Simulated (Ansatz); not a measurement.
# SiNi3: the cost of one run

Program: Ansatz 0.2.0. Level of theory: DFT PBE, scalar-relativistic, plane waves, PAW. These are calculated values, not measurements.

The COD entry's cell or inner coordinates are ideal or old and differ from later refinements, so a difference from it is no clean test against experiment.

1 further run of the same task is left out (set aside as unsound or not needed).

### Step 1. The structure to begin with

It takes space group Pm-3m (No. 221, cubic). The conventional cell has a = 3.506 Å, b = 3.506 Å, c = 3.506 Å, α = 90.00°, β = 90.00°, γ = 90.00°. Si (site symmetry m-3m) has 12 Ni at 2.48 Å as nearest neighbours. Around Ni (site symmetry 4/mmm) lie 4 Si at 2.48 Å and 8 Ni at 2.48 Å.

Coordinates:

```xyz
4
Lattice="3.5063 0.0000 0.0000 0.0000 3.5063 0.0000 0.0000 0.0000 3.5063" Properties=species:S:1:pos:R:3 pbc="T T T"
Si    0.0000    0.0000    0.0000
Ni    0.0000    1.7531    1.7531
Ni    1.7531    0.0000    1.7531
Ni    1.7531    1.7531    0.0000
```

It is the result of an earlier relaxation at this level (volume 10.78 Å³/atom; gap on the mesh: none (metal)).

### Step 2. The bulk in the plane's own cell

The same crystal, re-cut so that c stands normal to the (111) plane; its mesh matches that of the cells to come, so errors of the mesh cancel.

The input, input.yaml:

```yaml
crystal:
  lattice:
    - [4.9586111119, 0.0, 0.0]
    - [-2.4793055559, 4.2942831904, 0.0]
    - [0.0, 0.0, 6.0730335285]
  atoms:
    - { symbol: Si, position: [0.0, 0.0, 0.0] }
    - { symbol: Si, position: [0.6666666667, 0.3333333333, 0.3333333333] }
    - { symbol: Si, position: [0.3333333333, 0.6666666667, 0.6666666667] }
    - { symbol: Ni, position: [0.5, 0.5, 0.0] }
    - { symbol: Ni, position: [0.8333333333, 0.1666666667, 0.6666666667] }
    - { symbol: Ni, position: [0.1666666667, 0.8333333333, 0.3333333333] }
    - { symbol: Ni, position: [0.5, 0.0, 0.0] }
    - { symbol: Ni, position: [0.1666666667, 0.3333333333, 0.3333333333] }
    - { symbol: Ni, position: [0.8333333333, 0.6666666667, 0.6666666667] }
    - { symbol: Ni, position: [1.0, 0.5, 1.0] }
    - { symbol: Ni, position: [0.6666666667, 0.8333333333, 0.3333333333] }
    - { symbol: Ni, position: [0.3333333333, 0.1666666667, 0.6666666667] }
basis:
  ecutwfc: 420
kpoints:
  mp_grid: { grid: [12, 12, 6] }
hamiltonian:
  xc: pbe
scf:
  occupations: { method: gaussian, width: 0.1 }
output:
  forces: true
  stress: true
  eigenvalues: true
```

Command:

```
> ansatz run input.yaml --threads 4 --pin off --max-ram 11264MiB --backend cpu --events-out ev --progress --plain --runs-dir out
```

What time and memory should one allow on 4 threads of Intel Xeon Platinum 8488C (Sapphire Rapids), shared host?

About 11 s, with a peak of 1.3 GiB.
